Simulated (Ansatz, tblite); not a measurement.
# Diphenyliodonium (C₁₂H₁₀I+): one state, many levels

The task here is to estimate one member of a computed series from the others.

The runs use Ansatz 0.2.0, Gaussian basis; as each input shows.

Levels to be run: GFN1-xTB, GFN2-xTB, PBE-D4/def2-TZVP, r2SCAN-D4/def2-TZVP, B97M-V/def2-TZVP, r2SCANh-D4/def2-TZVP, PBE-D4/def2-SVP, PBE0-D4/def2-SVP, MP2/def2-SVP, RPA/def2-SVP.

3 further runs of the same task are left out: 3 that didn't finish. Runs told in other sessions of the task aren't counted.

### The relaxed structure

The geometry is that of the singlet, from an earlier relaxation (PBE-D4/def2-SVP).

SMILES `c1ccc([I+]c2ccccc2)cc1`, 23 atoms, charge 1, spin multiplicity 1.

Bond lengths: C1–C2 1.405 Å, C1–C13 1.404 Å, C1–H14 1.100 Å, C2–C3 1.405 Å, C2–H15 1.101 Å, C3–C4 1.400 Å, C3–H16 1.099 Å, C4–I5 2.145 Å, C4–C12 1.401 Å, I5–C6 2.147 Å, C6–C7 1.400 Å, C6–C11 1.400 Å, C7–C8 1.406 Å, C7–H17 1.099 Å, C8–C9 1.404 Å, C8–H18 1.101 Å, C9–C10 1.405 Å, C9–H19 1.100 Å and more. Angles: C2–C1–C13 120.6°, C2–C1–H14 119.7°, C13–C1–H14 119.7°, C1–C2–C3 120.5°, C1–C2–H15 120.5°, C3–C2–H15 119.1°, C2–C3–C4 117.2°, C2–C3–H16 120.6°, C4–C3–H16 122.2°, C3–C4–I5 118.2°, C3–C4–C12 124.2°, I5–C4–C12 117.7°, C4–I5–C6 98.5°, I5–C6–C7 117.8°, I5–C6–C11 118.0°, C7–C6–C11 124.2°, C6–C7–C8 117.2°, C6–C7–H17 122.3° and more.

Geometry (Å):

```xyz
23
C12H10I
C     3.6135    0.4151   -1.0488
C     3.1131   -0.8864   -0.8804
C     2.1297   -1.1520    0.0875
C     1.6785   -0.0704    0.8539
I     0.1410   -0.4300    2.3062
C    -1.5630   -0.2781    1.0088
C    -2.1841   -1.4663    0.6050
C    -3.2848   -1.3523   -0.2621
C    -3.7226   -0.0902   -0.6935
C    -3.0698    1.0774   -0.2652
C    -1.9724    0.9996    0.6084
C     2.1534    1.2407    0.7206
C     3.1375    1.4715   -0.2558
H     4.3872    0.6081   -1.8068
H     3.4914   -1.7141   -1.4993
H     1.7418   -2.1712    0.2259
H    -1.8393   -2.4535    0.9444
H    -3.8001   -2.2659   -0.5953
H    -4.5857   -0.0148   -1.3716
H    -3.4175    2.0662   -0.6007
H    -1.4673    1.9126    0.9548
H     1.7852    2.0642    1.3491
H     3.5345    2.4897   -0.3851
```

I takes a core potential in the def2 sets. No spin-orbit coupling is included. The ion is computed in the gas phase, without counter-ions or solvent.

PBE0-D4/def2-TZVP was run before; its log isn't repeated, and its numbers join the tables.

Set-up of the first run:

Tight binding, by tblite at 300 K electronic temperature and without a spin-polarisation term:

```python
tblite.interface.Calculator('GFN1-xTB', numbers, positions, charge=1, uhf=0).singlepoint()
```

Tight binding, by tblite at 300 K electronic temperature and without a spin-polarisation term:

```python
tblite.interface.Calculator('GFN2-xTB', numbers, positions, charge=1, uhf=0).singlepoint()
```

start.molden holds the orbitals of an earlier run on this state, given as this run's starting guess.

Input file in.yaml:

```yaml
crystal:
  periodic: [false, false, false]
  atoms:
    - {symbol: C, position_ang: [3.613473, 0.415135, -1.048751]}
    - {symbol: C, position_ang: [3.113083, -0.886381, -0.880440]}
    - {symbol: C, position_ang: [2.129713, -1.151981, 0.087519]}
    - {symbol: C, position_ang: [1.678469, -0.070397, 0.853915]}
    - {symbol: I, position_ang: [0.141022, -0.430034, 2.306184]}
    - {symbol: C, position_ang: [-1.562960, -0.278077, 1.008810]}
    - {symbol: C, position_ang: [-2.184145, -1.466276, 0.605016]}
    - {symbol: C, position_ang: [-3.284833, -1.352295, -0.262124]}
    - {symbol: C, position_ang: [-3.722614, -0.090235, -0.693543]}
    - {symbol: C, position_ang: [-3.069833, 1.077432, -0.265207]}
    - {symbol: C, position_ang: [-1.972376, 0.999600, 0.608401]}
    - {symbol: C, position_ang: [2.153354, 1.240668, 0.720582]}
    - {symbol: C, position_ang: [3.137530, 1.471457, -0.255824]}
    - {symbol: H, position_ang: [4.387177, 0.608115, -1.806791]}
    - {symbol: H, position_ang: [3.491436, -1.714064, -1.499263]}
    - {symbol: H, position_ang: [1.741772, -2.171188, 0.225904]}
    - {symbol: H, position_ang: [-1.839347, -2.453538, 0.944425]}
    - {symbol: H, position_ang: [-3.800053, -2.265916, -0.595298]}
    - {symbol: H, position_ang: [-4.585710, -0.014756, -1.371639]}
    - {symbol: H, position_ang: [-3.417524, 2.066228, -0.600726]}
    - {symbol: H, position_ang: [-1.467332, 1.912580, 0.954840]}
    - {symbol: H, position_ang: [1.785243, 2.064185, 1.349126]}
    - {symbol: H, position_ang: [3.534467, 2.489728, -0.385097]}
basis:
  gaussian: {orbitals: def2-TZVP, initial_orbitals: start.molden}
total_charge: 1
hamiltonian: {xc: pbe, dispersion: d4}
scf: {omitted_lower_state_checks: [starts]}
output: {orbitals: {seedname: orbitals}}
```

Run with:

```bash
> ansatz run in.yaml --threads 4 --pin off --events-out ev --progress --plain --max-ram 6963MiB
```

Steps of the session up to this table: PBE-D4/def2-TZVP; r2SCAN-D4/def2-TZVP; B97M-V/def2-TZVP; r2SCANh-D4/def2-TZVP; PBE-D4/def2-SVP; PBE0-D4/def2-SVP; MP2/def2-SVP; RPA/def2-SVP.

One table of the session follows, with a row left open; its other results are not shown here.

| level | HOMO (eV) | LUMO (eV) | gap (eV) |
| --- | --- | --- | --- |
| PBE-D4/def2-SVP | -10.32 | -6.80 | 3.52 |
| PBE-D4/def2-TZVP | -10.32 | -6.80 | 3.52 |
| r2SCAN-D4/def2-TZVP | ? | ? | ? |
| B97M-V/def2-TZVP | -10.44 | -6.57 | 3.87 |
| r2SCANh-D4/def2-TZVP | -10.87 | -6.36 | 4.52 |
| PBE0-D4/def2-SVP | -11.33 | -5.99 | 5.34 |
| PBE0-D4/def2-TZVP | -11.29 | -5.97 | 5.32 |

Estimate the missing values for r2SCAN-D4/def2-TZVP.

The run gave: HOMO (eV): -10.50; LUMO (eV): -6.66; gap (eV): 3.84. In the column «HOMO (eV)» it lies between r2SCANh-D4/def2-TZVP (-10.87) and B97M-V/def2-TZVP (-10.44).
